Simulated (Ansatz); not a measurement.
# ClH2MoNOS: basis-set convergence

Aim: see how fast density functionals converge with the basis set for ClH2MoNOS.

Computed with Ansatz 0.2.0, Gaussian basis. Level: one geometry, several basis sets.

The runs, in order: PBE0-D4/def2-SVP; ωB97M-V/def2-SVP; PBE0-D4/def2-QZVPP; ωB97M-V/def2-QZVPP; the functionals' def2-TZVPP values are taken from earlier runs.

**1. The relaxed structure**

An earlier PBE0-D4 in a triple-zeta def2 set relaxation fixed the geometry. Mo takes the def2 core potential; no spin-orbit term is included.

SMILES `[NH2][Mo](=[O])(=[S])[Cl]`, 7 atoms, charge 0, spin multiplicity 1.

Atoms are counted from 1 here; the program's logs count them from 0.

Bond lengths: N1–Mo2 1.906 Å, N1–H6 1.010 Å, N1–H7 1.011 Å, Mo2–O3 1.666 Å, Mo2–S4 2.107 Å, Mo2–Cl5 2.259 Å. Angles: Mo2–N1–H6 124.6°, Mo2–N1–H7 122.2°, H6–N1–H7 112.0°, N1–Mo2–O3 108.2°, N1–Mo2–S4 108.3°, N1–Mo2–Cl5 110.2°, O3–Mo2–S4 110.9°, O3–Mo2–Cl5 109.6°, S4–Mo2–Cl5 109.7°.

**2. PBE0-D4 in def2-SVP**

File in.yaml:

```yaml
crystal:
  periodic: [false, false, false]
  atoms:
    - {symbol: N, position_ang: [-0.726154, 0.692964, 0.651756]}
    - {symbol: Mo, position_ang: [0.482732, -0.414867, -0.319205]}
    - {symbol: O, position_ang: [1.677861, -0.920119, 0.726307]}
    - {symbol: S, position_ang: [-0.593572, -2.059181, -1.079159]}
    - {symbol: Cl, position_ang: [1.408109, 0.744779, -2.023281]}
    - {symbol: H, position_ang: [-1.719079, 0.749242, 0.476870]}
    - {symbol: H, position_ang: [-0.468698, 1.139181, 1.521111]}
basis:
  gaussian: {orbitals: def2-SVP}
hamiltonian: {xc: pbe0, dispersion: d4}
output: {orbitals: {seedname: orbitals}}
```

Further steps of the session: ωB97M-V in def2-SVP; PBE0-D4 in def2-QZVPP; ωB97M-V in def2-QZVPP.

Before running them: what should the planned runs give, taken together? Wanted: PBE0-D4: double and triple zeta above quadruple; ωB97M-V: double and triple zeta above quadruple.

The runs gave:

| quantity | value |
| --- | --- |
| PBE0-D4: double and triple zeta above quadruple | 14.09, 1.00 eV |
| ωB97M-V: double and triple zeta above quadruple | 14.07, 0.96 eV |

**Reading.** PBE0-D4 gains 13.08 eV from double to triple zeta, then 1.00 eV more. Total energies overstate the basis error of differences, where much of it tends to cancel.
